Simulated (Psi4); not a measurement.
**A workflow on CH3GeN (SMILES N#[C][GeH3])**

Wanted: a series of 9 runs (PBE0-D4/def2-TZVP, PBE-D4/def2-TZVPP, r2SCAN-D4/def2-TZVPP, B3LYP-D4/def2-TZVPP, PBE0-D4/def2-TZVPP, wB97M-V/def2-TZVPP, CCSD(T)/def2-TZVPP, MP2/def2-QZVPP) of CH3GeN. 

The calculation is run with Psi4 1.11.

## Step 1: The structure to begin with

CH3GeN: 6 atoms, total charge 0, spin state singlet. As SMILES, `N#[C][GeH3]`. The run starts from this shape.

Bond lengths: N1–C2 1.151 Å, C2–Ge3 1.924 Å, Ge3–H4 1.528 Å, Ge3–H5 1.528 Å, Ge3–H6 1.528 Å. Angles: N1–C2–Ge3 179.9°, C2–Ge3–H4 106.9°, C2–Ge3–H5 106.9°, C2–Ge3–H6 106.9°, H4–Ge3–H5 111.9°, H4–Ge3–H6 111.9°, H5–Ge3–H6 111.9°.

## Step 2: A geometry optimisation at PBE0-D4/def2-TZVP (density fitting) (run 2)

The input, calc.inp:

```
memory 3300 MB

molecule {
  0 1
  N      0.628480    -2.262110     0.839010
  C      0.345670    -1.218680     0.443130
  Ge    -0.124680     0.526460    -0.216300
  H     -1.440950     0.373670    -0.977460
  H      1.014150     0.977140    -1.130200
  H     -0.272610     1.436140     1.002660
  symmetry c1
}

set basis def2-TZVP
set scf_type df
set geom_maxiter 50
set max_force_g_convergence 0.0002

E = opt("pbe0-d4")
```

Launch:

```
$ psi4 calc.inp calc.out -n 2
```

calc.out:

```text
[...]
  Running in c1 symmetry.
[...]
  Nuclear repulsion =  150.868351336168843
[...]
  Multiplicity = 1
[...]
  Nalpha       = 24
  Nbeta        = 24
[...]
    Number of basis functions: 128
[...]
   @DF-RKS iter   1: -2169.60148054021647   -1.90960e+00   2.44613e-02 ADIIS/DIIS
[...]
   @DF-RKS iter  11: -2171.29826714700948   -1.54614e-11   4.47257e-09 DIIS
[...]
  @DF-RKS Final Energy: -2171.29826714700948
   => Energetics <=
    Nuclear Repulsion Energy =            150.8683513361688426
    One-Electron Energy =               -3321.3470780975358139
    Two-Electron Energy =                1068.6886529654764217
    DFT Exchange-Correlation Energy =     -69.5054109880053943
    Empirical Dispersion Energy =          -0.0027823631139541
    VV10 Nonlocal Energy =                  0.0000000000000000
    Total Energy =                      -2171.2982671470099376
[...]
 Multipole Moments:
 ------------------------------------------------------------------------------------
     Multipole            Electronic (a.u.)      Nuclear  (a.u.)        Total (a.u.)
 ------------------------------------------------------------------------------------
 L = 1.  Multiply by 2.5417464519 to convert [e a0] to [Debye]
 Dipole X            :         -1.0790890            0.7043110           -0.3747780
 Dipole Y            :          3.9950808           -2.6076222            1.3874586
 Dipole Z            :         -1.5121066            0.9869603           -0.5251464
 Magnitude           :                                                    1.5301237
[...]
  -Total Gradient:
     Atom            X                  Y                   Z
    ------   -----------------  -----------------  -----------------
       1        0.000021437264     0.000026060624     0.000019204384
       2       -0.000035892501    -0.000027928132    -0.000034656324
       3        0.000020964993    -0.000003115683     0.000016604145
       4       -0.000005441353     0.000007115551    -0.000003130389
       5       -0.000000584882     0.000003044212    -0.000006330495
       6       -0.000007841736     0.000005414600     0.000000197995
[...]
```

Standard output:

```text
Optimizer: Optimization complete!
```

Wall time 8.7 s (2 threads of Intel Xeon 6975P-C (Granite Rapids), shared host); peak memory 0.75 GiB.

## Step 3: The harmonic vibrations at PBE0-D4/def2-TZVP (density fitting) (run 3)

The input, calc.dat:

```
memory 3300 MB

molecule m {
  N      0.628480    -2.262110     0.839010
  C      0.345670    -1.218680     0.443130
  Ge    -0.124680     0.526460    -0.216300
  H     -1.440950     0.373670    -0.977460
  H      1.014150     0.977140    -1.130200
  H     -0.272610     1.436140     1.002660
  units angstrom
  symmetry c1
}

set {
  basis def2-TZVP
  scf_type df
  rotational_symmetry_number 3
}

frequency('pbe0-d4')
print_variables()
```

Launch:

```
$ psi4 -i calc.dat -o calc.out -n 2
```

calc.out:

```text
[...]
  Running in c1 symmetry.
[...]
  Nuclear repulsion =  150.868351336168843
[...]
  Multiplicity = 1
[...]
  Nalpha       = 24
  Nbeta        = 24
[...]
    Number of basis functions: 128
[...]
   @DF-RKS iter   1: -2169.60148053980811   -1.90960e+00   2.44613e-02 DIIS/ADIIS
[...]
   @DF-RKS iter  11: -2171.29826625793203   -1.59162e-11   4.50027e-09 DIIS
[...]
  @DF-RKS Final Energy: -2171.29826625793203
   => Energetics <=
    Nuclear Repulsion Energy =            150.8884608420825657
    One-Electron Energy =               -3321.3880384699996284
    Two-Electron Energy =                1068.7099392265338338
    DFT Exchange-Correlation Energy =     -69.5058453699413974
    Empirical Dispersion Energy =          -0.0027824866076084
    VV10 Nonlocal Energy =                  0.0000000000000000
    Total Energy =                      -2171.2982662579315729
[...]
  -Total Gradient:
     Atom            X                  Y                   Z
    ------   -----------------  -----------------  -----------------
       1        0.000020698802     0.000023705133     0.000024811219
       2       -0.000021923652    -0.000030829265    -0.000060501205
       3        0.000219525003     0.000348626861     0.000176532129
       4       -0.000027057003     0.000014570250     0.000021428772
       5       -0.000260880066    -0.000080831159     0.000279482277
       6        0.000068048381    -0.000261159789    -0.000450207749
[...]
  ==> Harmonic Vibrational Analysis <==
[...]
  Freq [cm^-1]                 251.0639            253.8728            488.5603
[...]
  IR activ [km/mol]             3.2012              3.1040             43.6425
[...]
  Freq [cm^-1]                 623.0098            628.4991            828.3679
[...]
  IR activ [km/mol]            31.1911             31.4620             120.4566
[...]
  Freq [cm^-1]                 874.7896            878.1363           2198.5748
[...]
  IR activ [km/mol]            27.5872             27.7602             32.9802
[...]
  Freq [cm^-1]                2206.9261           2207.4378           2335.7319
[...]
  IR activ [km/mol]            68.1535             67.8789              9.3404
[...]
  Total E_0, Enthalpy at 0 [K]                                                        -2171.26688546 [Eh]
[...]
  Total H, Enthalpy at  298.15 [K]                                                    -2171.26142784 [Eh]
[...]
  Total G, Gibbs energy at  298.15 [K]                                                -2171.29293585 [Eh]
[...]
```

Standard output:

```text
Warning: used thermodynamics relations inappropriate for low-frequency modes: ['251.0639' '253.8728' '488.5603' '623.0098']
```

Wall time 1.8 min (2 threads of Intel Xeon 6975P-C (Granite Rapids), shared host); peak memory 0.87 GiB.

Run 4 isn't shown in full; the table further down has it.

## Step 4: The energy at r2SCAN-D4/def2-TZVPP (density fitting) (run 5)

The input, calc.inp:

```
memory 3300 mb

molecule system {
  N      0.628480    -2.262110     0.839010
  C      0.345670    -1.218680     0.443130
  Ge    -0.124680     0.526460    -0.216300
  H     -1.440950     0.373670    -0.977460
  H      1.014150     0.977140    -1.130200
  H     -0.272610     1.436140     1.002660
  symmetry c1
}

set reference rks
set scf_type df
set dft_radial_points 99
set dft_spherical_points 590

result = energy("r2scan-d4/def2-TZVPP")
```

Launch:

```
$ psi4 calc.inp calc.out -n 2
```

calc.out:

```text
[...]
  Running in c1 symmetry.
[...]
  Nuclear repulsion =  150.868351336168843
[...]
  Multiplicity = 1
[...]
  Nalpha       = 24
  Nbeta        = 24
[...]
    Number of basis functions: 152
[...]
   @DF-RKS iter   1: -2169.79687160547383   -1.56321e+00   2.12222e-02 ADIIS/DIIS
[...]
   @DF-RKS iter  10: -2171.60992024769394   -3.35949e-08   2.93801e-07 DIIS
[...]
    Orbital Energies [Eh]
    ---------------------
    Doubly Occupied:
       1A   -398.190466     2A    -49.628709     3A    -44.118714
       4A    -44.117825     5A    -44.117825     6A    -14.168000
       7A    -10.067127     8A     -6.196625     9A     -4.349640
      10A     -4.346571    11A     -4.346570    12A     -1.163313
      13A     -1.160931    14A     -1.160931    15A     -1.158254
      16A     -1.158254    17A     -0.873919    18A     -0.592632
      19A     -0.431350    20A     -0.366182    21A     -0.366169
      22A     -0.327819    23A     -0.319063    24A     -0.319060
[...]
  @DF-RKS Final Energy: -2171.60992024769394
   => Energetics <=
    Nuclear Repulsion Energy =            150.8683513361688426
    One-Electron Energy =               -3321.3331363813531425
    Two-Electron Energy =                1091.2208229364837280
    DFT Exchange-Correlation Energy =     -92.3651932027461271
    Empirical Dispersion Energy =          -0.0007649362472354
    VV10 Nonlocal Energy =                  0.0000000000000000
    Total Energy =                      -2171.6099202476939354
[...]
 Multipole Moments:
 ------------------------------------------------------------------------------------
     Multipole            Electronic (a.u.)      Nuclear  (a.u.)        Total (a.u.)
 ------------------------------------------------------------------------------------
 L = 1.  Multiply by 2.5417464519 to convert [e a0] to [Debye]
 Dipole X            :         -1.0770065            0.7043110           -0.3726955
 Dipole Y            :          3.9874251           -2.6076222            1.3798029
 Dipole Z            :         -1.5091908            0.9869603           -0.5222305
 Magnitude           :                                                    1.5216710
[...]
```

Run time: 18 s. Hardware: 2 threads of Intel Xeon 6975P-C (Granite Rapids), shared host; peak memory 1.8 GiB.

Runs 6 to 9 aren't shown in full; the table further down has their settings and results.

## Step 5: The energy at MP2/def2-QZVPP (density fitting, density fitting for correlation) (run 10)

The input, ch3gen.dat:

```
memory 3300 mb

molecule molecule1 {
  0 1
  N      0.628480    -2.262110     0.839010
  C      0.345670    -1.218680     0.443130
  Ge    -0.124680     0.526460    -0.216300
  H     -1.440950     0.373670    -0.977460
  H      1.014150     0.977140    -1.130200
  H     -0.272610     1.436140     1.002660
  symmetry c1
}

set {
  basis def2-QZVPP
  scf_type df
  num_frozen_docc 11
}

energy('mp2')
print_variables()
```

Launch:

```
$ psi4 ch3gen.dat ch3gen.out -n 2
```

ch3gen.out:

```text
[...]
  Running in c1 symmetry.
[...]
  Nuclear repulsion =  150.868351336168843
[...]
  Multiplicity = 1
[...]
  Nalpha       = 24
  Nbeta        = 24
[...]
    Number of basis functions: 293
[...]
   @DF-RHF iter   1: -2168.03068241996971   -3.17132e+00   1.07962e-02 ADIIS/DIIS
[...]
   @DF-RHF iter  11: -2169.50148701478884   -8.04903e-11   8.01651e-09 DIIS
[...]
    Orbital Energies [Eh]
    ---------------------
    Doubly Occupied:
       1A   -405.274308     2A    -52.181160     3A    -46.269048
       4A    -46.268447     5A    -46.268446     6A    -15.579405
       7A    -11.258585     8A     -7.225598     9A     -5.202225
      10A     -5.200428    11A     -5.200428    12A     -1.679458
      13A     -1.675960    14A     -1.675959    15A     -1.672496
      16A     -1.672496    17A     -1.219707    18A     -0.813629
      19A     -0.626516    20A     -0.540639    21A     -0.525609
      22A     -0.525594    23A     -0.469102    24A     -0.469098
[...]
  @DF-RHF Final Energy: -2169.50148701478884
   => Energetics <=
    Nuclear Repulsion Energy =            150.8683513361688426
    One-Electron Energy =               -3321.7510026328150161
    Two-Electron Energy =                1001.3811642818569680
    Total Energy =                      -2169.5014870147892907
[...]
 Multipole Moments:
 ------------------------------------------------------------------------------------
     Multipole            Electronic (a.u.)      Nuclear  (a.u.)        Total (a.u.)
 ------------------------------------------------------------------------------------
 L = 1.  Multiply by 2.5417464519 to convert [e a0] to [Debye]
 Dipole X            :         -1.1011157            0.7043110           -0.3968047
 Dipole Y            :          4.0763884           -2.6076222            1.4687662
 Dipole Z            :         -1.5429516            0.9869603           -0.5559914
 Magnitude           :                                                    1.6198317
[...]
```

It took 5.7 s on 2 threads of Intel Xeon 6975P-C (Granite Rapids), shared host; peak memory 0.83 GiB.

## Step 6: The series

```csv
run,level,task,geom maxiter,energy (Eh),dipole moment (D),HOMO energy (eV),LUMO energy (eV),wall time
2,PBE0-D4/def2-TZVP (density fitting),optimise,50,-2171.298267,3.89,-9.71,-0.26,8.7 s
3,PBE0-D4/def2-TZVP (density fitting),frequencies,–,-2171.298267,3.89,–,–,1.8 min
4,PBE-D4/def2-TZVPP (density fitting),energy,–,-2171.243056,3.79,-8.38,-1.24,8.7 s
5,r2SCAN-D4/def2-TZVPP (density fitting),energy,–,-2171.609920,3.87,-8.68,-1.02,18 s
6,B3LYP-D4/def2-TZVPP (density fitting),energy,–,-2171.731810,3.90,-9.46,-0.50,9.9 s
7,PBE0-D4/def2-TZVPP (density fitting),properties,–,-2171.298945,3.89,-9.71,-0.26,8.1 s
8,wB97M-V/def2-TZVPP (density fitting),energy,–,-2171.524563,3.91,-12.07,1.76,22 s
9,"CCSD(T)/def2-TZVPP (density fitting, density fitting for correlation)",energy,–,-2170.093902,–,-12.77,3.13,70 s
10,"MP2/def2-QZVPP (density fitting, density fitting for correlation)",energy,–,-2170.383935,–,-12.76,2.44,5.7 s
```

## Step 7: Outcome

| quantity | value |
| --- | --- |
| run 10, MP2/def2-QZVPP: total energy | -2170.38393 Eh |
| run 10, MP2/def2-QZVPP: HOMO energy (Hartree–Fock orbitals) | -12.76 eV |
| run 10, MP2/def2-QZVPP: LUMO energy (Hartree–Fock orbitals) | 2.44 eV |
| run 10, MP2/def2-QZVPP: HOMO–LUMO gap (Hartree–Fock orbitals) | 15.21 eV |
| run 10, MP2/def2-QZVPP: correlation energy (11 core orbitals frozen) | -882.4 mEh |

**Reading.** Over runs 2, 3, 4, 5, 6, 7, 8 the dipole moment (its size) runs from 3.79 D (PBE-D4/def2-TZVPP) to 3.91 D (wB97M-V/def2-TZVPP). Over runs 2, 4, 5, 6, 7, 8 the HOMO–LUMO gap runs from 7.14 eV (PBE-D4/def2-TZVPP) to 13.83 eV (wB97M-V/def2-TZVPP). Totals of different functionals can't be ranked against each other. All runs together took 4.3 min, the longest 1.8 min.
